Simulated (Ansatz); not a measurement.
Ba2Tl5V3O12:

```xyz
22
Lattice="6.4899 -6.6769 -0.0476 6.4899 6.6769 -0.0476 -1.9674 0.0000 5.7522" Properties=species:S:1:pos:R:3 pbc="T T T"
Ba    6.4899    0.2782   -0.0476
Ba    6.4899   -3.9079   -0.0476
V     9.8970    1.9304    1.4039
V     1.1155    1.9304    4.2530
V     5.5062   -0.9938    2.8285
Tl    7.5378    2.3899    3.6011
Tl    3.4747    2.3899    2.0558
Tl    5.5062    6.4755    2.8285
Tl    2.4016   -1.2210    1.2385
Tl    8.6109   -1.2210    4.4184
O     0.8627    1.7317    2.5341
O     6.4815    0.0639    3.8372
O     7.0413   -3.2392    4.8045
O     8.1926    1.8299    1.1215
O     6.5476   -1.8120    1.7511
O     0.1757    0.7388    5.0824
O     4.4649   -1.8120    3.9058
O    10.8367    0.7388    0.5745
O     3.9711   -3.2392    0.8524
O     2.8198    1.8299    4.5354
O    10.1497    1.7317    3.1228
O     4.5309    0.0639    1.8197
```

The cell was built by a generator and needn't be a form met in nature.

Base run:

- Program: Ansatz 0.2.0
- Functional: RPBE
- Potentials or basis: all-electron LAPW, scalar-relativistic
- Cutoff: 482 eV (chosen from the basis error)
- Basis error allowed: 0.003 eV/atom
- k mesh: 2 × 2 × 4
- Occupations: fermi-dirac, width 0.05 eV
- Spin: collinear spin, ferromagnetic start
- Starting moments: [0.0, 0.0, 2.0, 2.0, 2.0, 0.0, 0.0, 0.0, 0.0, 0.0, 0.0, 0.0, 0.0, 0.0, 0.0, 0.0, 0.0, 0.0, 0.0, 0.0, 0.0, 0.0] μB

Its results: band gap on the k mesh 3.01 eV, indirect (least direct gap 3.05 eV); pressure 2.2 GPa; net moment 0.00 μB per cell; largest force 0.199 eV/Å.

Task: The run is repeated on the same cell with these changes: functional from RPBE to revPBE. What comes out?

Result: Band gap on the k mesh 3.00 eV, indirect (least direct gap 3.04 eV); pressure 1.7 GPa; net moment 0.00 μB per cell; largest force 0.139 eV/Å.

Caveats: spin-orbit coupling is left out, which as a rule narrows the gap of such compounds by several tenths of an eV; the starting moments weren't kept.

A k mesh can miss the band edges.
